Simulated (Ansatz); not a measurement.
# Si: the cost of one run

Program: Ansatz 0.2.0 (single point, PBE, plane waves PAW). Host: Arm Neoverse N1, 56 cores, 56 hardware threads, 90 GiB; it was booked for these runs alone, one at a time. Each run is timed once from launch to exit, start-up included.

## Step 1: The system

The cell holds 200 atoms in 4033 Å³, 5×5×4 copies of a database cell, with the atoms displaced at random so that no symmetry is left.

## Step 2: The reference run

The input, input.yaml:

```yaml
crystal:
  lattice:
    - [0.000000, 13.609255, 13.609255]
    - [13.609255, 0.000000, 13.609255]
    - [10.887404, 10.887404, 0.000000]
  atoms:
    - { symbol: Si, position: [0.054859, 0.048622, 0.063526] }
    - { symbol: Si, position: [0.000305, 0.001736, -0.003643] }
    - { symbol: Si, position: [0.049138, 0.048438, 0.309708] }
    - { symbol: Si, position: [-0.001754, -0.001065, 0.249255] }
    - { symbol: Si, position: [0.048116, 0.050877, 0.561078] }
    - { symbol: Si, position: [-0.006646, 0.002475, 0.498982] }
    - { symbol: Si, position: [0.048455, 0.050558, 0.813097] }
    - { symbol: Si, position: [0.000110, -0.001776, 0.750498] }
    - { symbol: Si, position: [0.046805, 0.253000, 0.059212] }
    - { symbol: Si, position: [-0.000429, 0.200040, 0.000569] }
    - { symbol: Si, position: [0.049488, 0.251004, 0.303057] }
    - { symbol: Si, position: [-0.000486, 0.199398, 0.248536] }
# [... 184 more atoms ...]
    - { symbol: Si, position: [0.847587, 0.847574, 0.561635] }
    - { symbol: Si, position: [0.797744, 0.803415, 0.501322] }
    - { symbol: Si, position: [0.851750, 0.846461, 0.811909] }
    - { symbol: Si, position: [0.799665, 0.800332, 0.751173] }
kpoints:
  mp_grid: { grid: [1, 1, 1] }
hamiltonian:
  xc: pbe
  pseudopotentials: { azcp: { folder: soft_1 } }
scf:
  occupations: { method: fixed }
output: { forces: true }
```

Launch:

```bash
$ taskset -c 8-63 ansatz run input.yaml --backend cpu --max-ram 64GiB --events-out ev --progress --plain --runs-dir out
```

Q: Estimate wall time and peak memory on 56 threads of Arm Neoverse N1, host not shared.

About 11 s, with a peak of 6.6 GiB.
